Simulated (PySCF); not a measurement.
**ErF3(NH3): from a template to the relaxed complex**

Aim: find the relaxed shape of ErF3(NH3), test it by its vibrations, and read charges and levels. The species was built from a template and needn't be a known compound.

The runs use PySCF 2.14.0; PBE0, Er lcecp-1-SVP with ECP57, F def2-SVP, N def2-SVP, H def2-SVP; scalar-relativistic core potentials, no spin–orbit coupling.

1 further run of the same task is left out (for a known fault of the program).

## 1. The starting structure

8 atoms, charge 0, spin multiplicity 1.

Bond lengths: Er1–F2 2.066 Å, Er1–F3 2.066 Å, Er1–F4 2.066 Å, Er1–N5 2.483 Å, N5–H6 1.020 Å, N5–H7 1.020 Å, N5–H8 1.020 Å. Angles: F2–Er1–F3 109.5°, F2–Er1–F4 109.5°, F2–Er1–N5 109.5°, F3–Er1–F4 109.5°, F3–Er1–N5 109.5°, F4–Er1–N5 109.5°, Er1–N5–H6 113.0°, Er1–N5–H7 113.0°, Er1–N5–H8 113.0°, H6–N5–H7 105.8°, H6–N5–H8 105.8°, H7–N5–H8 105.8°.

As a file:

```
Er    0.0000    0.0000    0.0000
F     1.1929    1.1929    1.1929
F    -1.1929   -1.1929    1.1929
F     1.1929   -1.1929   -1.1929
N    -1.4333    1.4333   -1.4333
H    -2.0464    2.0464   -0.8962
H    -0.8962    2.0464   -2.0464
H    -2.0464    0.8962   -2.0464
```

Formal oxidation states: Er +3. Each metal's 11 4f electrons lie in its core potential, so multiplicities, spins and levels count the valence alone.

## 2. SCF at the start, singlet

Input file run.py (the lines that set the calculation):

```python
mol = gto.M(atom='''
Er     0.00000     0.00000     0.00000
F      1.19290     1.19290     1.19290
F     -1.19290    -1.19290     1.19290
F      1.19290    -1.19290    -1.19290
N     -1.43330     1.43330    -1.43330
H     -2.04640     2.04640    -0.89620
H     -0.89620     2.04640    -2.04640
H     -2.04640     0.89620    -2.04640''',
    basis={'Er': 'lcecp-1-SVP', 'F': 'def2-SVP', 'N': 'def2-SVP', 'H': 'def2-SVP'},
    ecp={'Er': 'lcecp-1-SVP'},
    charge=0, spin=0)
mf = dft.RKS(mol, xc='PBE0')
mf.grids.atom_grid = (50, 194)  # f atoms: unpruned, at least (60, 302)
mf = mf.density_fit()  # fitting sets: Er AutoAux, F def2-universal-JKFIT, N def2-universal-JKFIT, H def2-universal-JKFIT
mf.conv_tol = 1e-08; mf.max_cycle = 55
mf.kernel(dm0)  # dm0: free metal ions and neutral atoms
```

Run with:

```sh
> OMP_NUM_THREADS=2 python run.py
```

Output:

```text
init E= -398.763690115348
  HOMO = -0.326314969697396  LUMO = -0.0535063423774034  gap/eV = 7.42350
cycle= 1 E= -393.948933604857  delta_E= 4.81  |g|= 0.365  |ddm|= 2.69
  HOMO = -0.302107838664686  LUMO = -0.0745660792385721  gap/eV = 6.19173
cycle= 2 E= -393.948747608403  delta_E= 0.000186  |g|= 0.461  |ddm|= 0.768
  HOMO = -0.341094837788283  LUMO = -0.0498787066760826  gap/eV = 7.92439
cycle= 3 E= -393.990300384117  delta_E= -0.0416  |g|= 0.0782  |ddm|= 0.358
  HOMO = -0.336627530879405  LUMO = -0.0446717776852665  gap/eV = 7.94452
cycle= 4 E= -393.9909163647  delta_E= -0.000616  |g|= 0.0511  |ddm|= 0.0824
  HOMO = -0.342120219178464  LUMO = -0.0442650517728751  gap/eV = 8.10505
cycle= 5 E= -393.991383053301  delta_E= -0.000467  |g|= 0.00467  |ddm|= 0.0371
  HOMO = -0.342149528322882  LUMO = -0.0441050977659998  gap/eV = 8.11020
cycle= 6 E= -393.991387500908  delta_E= -4.45e-06  |g|= 0.000407  |ddm|= 0.00381
  HOMO = -0.342204817989952  LUMO = -0.0441385070231988  gap/eV = 8.11080
cycle= 7 E= -393.99138754017  delta_E= -3.93e-08  |g|= 8.97e-05  |ddm|= 0.00051
  HOMO = -0.342196582395406  LUMO = -0.0441375465168825  gap/eV = 8.11060
cycle= 8 E= -393.991387542072  delta_E= -1.9e-09  |g|= 9.61e-06  |ddm|= 0.000124
  HOMO = -0.342196645394293  LUMO = -0.0441364066152801  gap/eV = 8.11063
Extra cycle  E= -393.991387542081  delta_E= -8.19e-12  |g|= 9.18e-06  |ddm|= 1.68e-05
converged SCF energy = -393.991387542081
```

Wall time 2.8 s (2 threads of Arm Neoverse V2, shared host); peak memory 0.6 GiB.

It gives: E = -393.991388 Eh, HOMO -9.31 eV, LUMO -1.20 eV, Mulliken charge on Er1 +1.19 e. 

## 3. Relaxation, singlet

Steps are kept in the start's point group, C3v.

Input file run.py (the lines that set the calculation):

```python
mol = gto.M(atom='''
Er     0.01015    -0.01015     0.01015
F      1.20305     1.18275     1.20305
F     -1.18275    -1.20305     1.20305
F      1.20305    -1.20305    -1.18275
N     -1.42315     1.42315    -1.42315
H     -2.03625     2.03625    -0.88605
H     -0.88605     2.03625    -2.03625
H     -2.03625     0.88605    -2.03625''',
    basis={'Er': 'lcecp-1-SVP', 'F': 'def2-SVP', 'N': 'def2-SVP', 'H': 'def2-SVP'},
    ecp={'Er': 'lcecp-1-SVP'},
    charge=0, spin=0)
mf = dft.RKS(mol, xc='PBE0')
mf.grids.atom_grid = (50, 194)  # f atoms: unpruned, at least (60, 302)
mf = mf.density_fit()  # fitting sets: Er AutoAux, F def2-universal-JKFIT, N def2-universal-JKFIT, H def2-universal-JKFIT
mf.conv_tol = 1e-08; mf.max_cycle = 55
mf.kernel(dm0)  # dm0: an SCF of this state at this start
# quasi-Newton relaxation in Cartesian coordinates to a largest gradient under 0.00045 Eh/bohr, steps kept in the point group
```

Run with:

```sh
> OMP_NUM_THREADS=2 python run.py
```

No log is kept here; the results follow.

It took 32 s on 2 threads of Arm Neoverse V2, shared host.

Relaxation path:

| step | energy from step 1 (eV) | largest force component (eV/Å) |
| --- | --- | --- |
| 1 | 0.0000 | 1.2915 |
| 2 | -0.1735 | 0.6232 |
| 3 | -0.2276 | 0.2510 |
| 4 | -0.2614 | 0.2156 |
| 5 | -0.2816 | 0.0632 |
| 6 | -0.2834 | 0.0649 |
| 7 | -0.2876 | 0.0273 |
| 8 | -0.2879 | 0.0077 |
| 9 | -0.2879 | 0.0050 |

Close pairs (by a distance rule), those that changed most:

| bond | before (Å) | after (Å) | change (Å) |
| --- | --- | --- | --- |
| Er1–F2 | 2.066 | 2.010 | -0.056 |
| Er1–F3 | 2.066 | 2.010 | -0.056 |
| Er1–F4 | 2.066 | 2.010 | -0.056 |
| Er1–N5 | 2.483 | 2.466 | -0.017 |
| N5–H6 | 1.020 | 1.022 | +0.002 |
| N5–H7 | 1.020 | 1.022 | +0.002 |
| N5–H8 | 1.020 | 1.022 | +0.002 |

It ends in C3v at E = -394.001969 Eh.

```
Er    0.09498   -0.09498    0.09498
F     1.06119    1.37892    1.06119
F    -1.37892   -1.06119    1.06119
F     1.06119   -1.06119   -1.37892
N    -1.32873    1.32873   -1.32873
H    -1.93872    1.93872   -0.78049
H    -0.78049    1.93872   -1.93872
H    -1.93872    0.78049   -1.93872
```

## 4. The relaxed geometry turned into its symmetry frame

Input file run.py (the lines that set the calculation):

```python
mol = gto.M(atom='''
Er     0.06754    -0.06754     0.06754
F      1.03375     1.40636     1.03375
F     -1.40636    -1.03375     1.03375
F      1.03375    -1.03375    -1.40636
N     -1.35617     1.35617    -1.35617
H     -1.96616     1.96616    -0.80792
H     -0.80792     1.96616    -1.96616
H     -1.96616     0.80792    -1.96616''',
    basis={'Er': 'lcecp-1-SVP', 'F': 'def2-SVP', 'N': 'def2-SVP', 'H': 'def2-SVP'},
    ecp={'Er': 'lcecp-1-SVP'},
    charge=0, spin=0)
mf = dft.RKS(mol, xc='PBE0')
mf.grids.atom_grid = (50, 194)  # f atoms: unpruned, at least (60, 302)
mf = mf.density_fit()  # fitting sets: Er AutoAux, F def2-universal-JKFIT, N def2-universal-JKFIT, H def2-universal-JKFIT
mf.conv_tol = 1e-08; mf.max_cycle = 55
mf.kernel(dm0)  # dm0: free metal ions and neutral atoms
```

Run with:

```sh
> OMP_NUM_THREADS=2 python run.py
```

Output:

```text
init E= -398.823907378349
  HOMO = -0.317438881801738  LUMO = -0.0653378129081688  gap/eV = 6.86002
cycle= 1 E= -393.96073381562  delta_E= 4.86  |g|= 0.366  |ddm|= 2.73
  HOMO = -0.314524792405771  LUMO = -0.0521619876607389  gap/eV = 7.13926
cycle= 2 E= -393.962874384574  delta_E= -0.00214  |g|= 0.442  |ddm|= 0.731
  HOMO = -0.347480875676364  LUMO = -0.0312493955743705  gap/eV = 8.60510
cycle= 3 E= -394.00123633787  delta_E= -0.0384  |g|= 0.0628  |ddm|= 0.329
  HOMO = -0.346295088677562  LUMO = -0.0290197394916802  gap/eV = 8.63350
cycle= 4 E= -394.001658834863  delta_E= -0.000422  |g|= 0.0418  |ddm|= 0.0683
  HOMO = -0.350692240018493  LUMO = -0.028901991447956  gap/eV = 8.75636
cycle= 5 E= -394.001963405752  delta_E= -0.000305  |g|= 0.00543  |ddm|= 0.0307
  HOMO = -0.350434867881504  LUMO = -0.0286871567420199  gap/eV = 8.75520
cycle= 6 E= -394.001969167575  delta_E= -5.76e-06  |g|= 0.000526  |ddm|= 0.00436
  HOMO = -0.350509557099153  LUMO = -0.0287365851501775  gap/eV = 8.75589
cycle= 7 E= -394.001969230716  delta_E= -6.31e-08  |g|= 0.000128  |ddm|= 0.000677
  HOMO = -0.350504603949665  LUMO = -0.0287324506903879  gap/eV = 8.75587
cycle= 8 E= -394.001969234894  delta_E= -4.18e-09  |g|= 1.38e-05  |ddm|= 0.000167
  HOMO = -0.350503866483423  LUMO = -0.0287317441358965  gap/eV = 8.75587
Extra cycle  E= -394.001969234929  delta_E= -3.57e-11  |g|= 9.68e-06  |ddm|= 2.44e-05
converged SCF energy = -394.001969234929
```

Run time: 1.6 s. Hardware: 2 threads of Arm Neoverse V2, shared host.

Result: E = -394.001969 Eh, HOMO -9.54 eV, LUMO -0.78 eV, Mulliken charge on Er1 +1.14 e. 

## 5. Frequencies and infrared intensities

Changes to run.py (the lines that set the calculation) since step 4:

```diff
@@ -15,3 +15,4 @@
 mf = mf.density_fit()  # fitting sets: Er AutoAux, F def2-universal-JKFIT, N def2-universal-JKFIT, H def2-universal-JKFIT
-mf.conv_tol = 1e-08; mf.max_cycle = 55
-mf.kernel(dm0)  # dm0: free metal ions and neutral atoms
+mf.conv_tol = 1e-10; mf.max_cycle = 55
+mf.kernel(dm0)  # dm0: the density of the relaxed state
+# Hessian and dipole derivatives by central differences of gradients, 0.02 bohr
```

Run with:

```sh
> OMP_NUM_THREADS=2 python run.py
```

The driver keeps no SCF log for this step, only its results.

It took 55 s on 2 threads of Arm Neoverse V2, shared host.

Point group C3v; negative numbers are unstable modes, and those under 60 cm⁻¹ are near the numerical noise:

| cm⁻¹ | km/mol | symmetry |
| --- | --- | --- |
| 55 | 68.7 | a1 |
| 58 | 1.8 | e |
| 58 | 1.8 | e |
| 113 | 16.8 | e |
| 113 | 16.8 | e |
| 125 | 0.0 | a2 |
| 313 | 8.6 | a1 |
| 526 | 0.0 | e |
| 526 | 0.0 | e |
| 565 | 8.4 | a1 |
| 568 | 199.5 | e |
| 568 | 199.5 | e |
| 1211 | 150.9 | a1 |
| 1633 | 25.4 | e |
| 1633 | 25.4 | e |
| 3491 | 28.1 | a1 |
| 3612 | 55.2 | e |
| 3612 | 55.2 | e |

## 6. Properties on a finer grid

Input file run.py (the lines that set the calculation):

```python
mol = gto.M(atom='''
Er     0.09498    -0.09498     0.09498
F      1.06119     1.37892     1.06119
F     -1.37892    -1.06119     1.06119
F      1.06119    -1.06119    -1.37892
N     -1.32873     1.32873    -1.32873
H     -1.93872     1.93872    -0.78049
H     -0.78049     1.93872    -1.93872
H     -1.93872     0.78049    -1.93872''',
    basis={'Er': 'lcecp-1-SVP', 'F': 'def2-SVP', 'N': 'def2-SVP', 'H': 'def2-SVP'},
    ecp={'Er': 'lcecp-1-SVP'},
    charge=0, spin=0)
mf = dft.RKS(mol, xc='PBE0')
mf.grids.atom_grid = (75, 302)  # f atoms: unpruned, at least (60, 302)
mf = mf.density_fit()  # fitting sets: Er AutoAux, F def2-universal-JKFIT, N def2-universal-JKFIT, H def2-universal-JKFIT
mf.conv_tol = 1e-09; mf.max_cycle = 55
mf.kernel(dm0)  # dm0: the density of the relaxed state
```

Run with:

```sh
> OMP_NUM_THREADS=2 python run.py
```

Output:

```text
init E= -394.001989005025
  HOMO = -0.35051452995322  LUMO = -0.0287368368764653  gap/eV = 8.75602
cycle= 1 E= -394.001989006147  delta_E= -1.12e-09  |g|= 0.000103  |ddm|= 0.000212
  HOMO = -0.350490488912451  LUMO = -0.0287383895469731  gap/eV = 8.75532
cycle= 2 E= -394.001989002788  delta_E= 3.36e-09  |g|= 0.000175  |ddm|= 0.000182
  HOMO = -0.350505747250627  LUMO = -0.0287375643100631  gap/eV = 8.75576
cycle= 3 E= -394.001989007986  delta_E= -5.2e-09  |g|= 1.32e-06  |ddm|= 0.000114
  HOMO = -0.350505721980875  LUMO = -0.0287375197170903  gap/eV = 8.75576
cycle= 4 E= -394.001989007985  delta_E= 1.02e-12  |g|= 6.36e-07  |ddm|= 2.19e-06
  HOMO = -0.350505731011993  LUMO = -0.028737550343692  gap/eV = 8.75576
Extra cycle  E= -394.001989007982  delta_E= 2.84e-12  |g|= 4.56e-07  |ddm|= 1.11e-06
converged SCF energy = -394.001989007982
```

It took 14 s on 2 threads of Arm Neoverse V2, shared host.

It gives: E = -394.001989 Eh, HOMO -9.54 eV, LUMO -0.78 eV, Mulliken charge on Er1 +1.14 e, largest force component 0.005 eV/Å. 

Löwdin charges:

| atom | value (e) |
| --- | --- |
| Er1 | 0.64 |
| F2 | -0.32 |
| F3 | -0.32 |
| F4 | -0.32 |
| N5 | -0.01 |
| H6 | 0.12 |
| H7 | 0.12 |
| H8 | 0.12 |

Mulliken charges: Er1 +1.14, F2 -0.45, F3 -0.45, F4 -0.45, N5 -0.31, H6 +0.18, H7 +0.18, H8 +0.18 e.

Contacts (the nearest donor of each ligand) and Mayer bond orders:

| contact | distance (Å) | bond order |
| --- | --- | --- |
| Er1–F2 (F) | 2.010 | 0.98 |
| Er1–F3 (F) | 2.010 | 0.98 |
| Er1–F4 (F) | 2.010 | 0.98 |
| Er1–N5 (NH3) | 2.466 | 0.36 |

Mulliken populations of Er1 outside the core potential: s 2.19, p 6.37, d 1.21, f 0.08.

The fields below are evaluated on a grid from the run's orbitals.

Frontier orbitals at PBE0, with the share of their density that lies nearest to each atom:

| orbital | energy (eV) | lies on |
| --- | --- | --- |
| HOMO | -9.54 | F2, F3, F4 about 32 % each |
| LUMO | -0.78 | H6, H7, H8 about 16 % each; Er1 13 %; F2, F3, F4 about 11 % each |

ELF in a plane through or near 3 of the atoms.

Values, 10 rows by 14 columns:
```
0.00 0.00 0.00 0.00 0.00 0.00 0.00 0.00 0.00 0.00 0.00 0.00 0.00 0.00
0.00 0.00 0.00 0.00 0.00 0.00 0.00 0.00 0.01 0.05 0.03 0.01 0.00 0.00
0.00 0.00 0.00 0.00 0.00 0.00 0.00 0.13 0.48 0.70 0.62 0.31 0.01 0.00
0.00 0.00 0.00 0.01 0.01 0.01 0.01 0.24 0.74 0.44 0.81 0.55 0.05 0.00
0.00 0.00 0.03 0.56 0.80 0.56 0.22 0.03 0.13 0.20 0.19 0.09 0.01 0.00
0.00 0.00 0.07 0.89 0.99 0.88 0.44 0.05 0.35 0.45 0.14 0.02 0.01 0.00
0.00 0.00 0.00 0.08 0.16 0.09 0.05 0.09 0.48 0.75 0.71 0.42 0.02 0.00
0.00 0.00 0.00 0.00 0.00 0.00 0.00 0.29 0.75 0.66 0.85 0.54 0.05 0.00
0.00 0.00 0.00 0.00 0.00 0.00 0.00 0.03 0.19 0.32 0.27 0.09 0.00 0.00
0.00 0.00 0.00 0.00 0.00 0.00 0.00 0.00 0.00 0.00 0.00 0.00 0.00 0.00
```
The map spans 8.3 Å across and 8.7 Å up, centred on the molecule. Atoms in the plane (x, y in Å): F2 (1.5, 1.7), F4 (1.5, -1.7), H7 (-1.6, 0.0).

On the surface of density 0.002 e/bohr³ the electrostatic potential runs, from the 1st to the 99th percentile, from -2.04 V near F3 to 4.21 V near Er1.

## 7. Results

```
                                              quantity                            value
                                 state and point group      singlet in the valence, C3v
                                                 modes   55 to 3612 cm⁻¹, none unstable
strongest infrared band (modes within 1.5 cm⁻¹ summed)            568 cm⁻¹ (399 km/mol)
                                     zero-point energy                         1.164 eV
                               ideal gas, 298 K, 1 bar  S = 409.8, Cp = 114.3 J/(mol K)
                                 metal–ligand contacts                   2.01 to 2.47 Å
                                       frontier levels     HOMO -9.54 eV, LUMO -0.78 eV
                                                dipole                           5.93 D
                                   mean polarisability                           5.0 Å³
```

In words: All modes are real within the noise of the softest ones, so the structure is a minimum. The metal carries +0.64 e by Löwdin's partition against a formal +3, and bond orders to the nearest donors reach 0.98. Both measures hang on the basis. One start shape was tried, so another isomer may lie lower. The bases are small and lack diffuse functions. Spin–orbit coupling is left out.
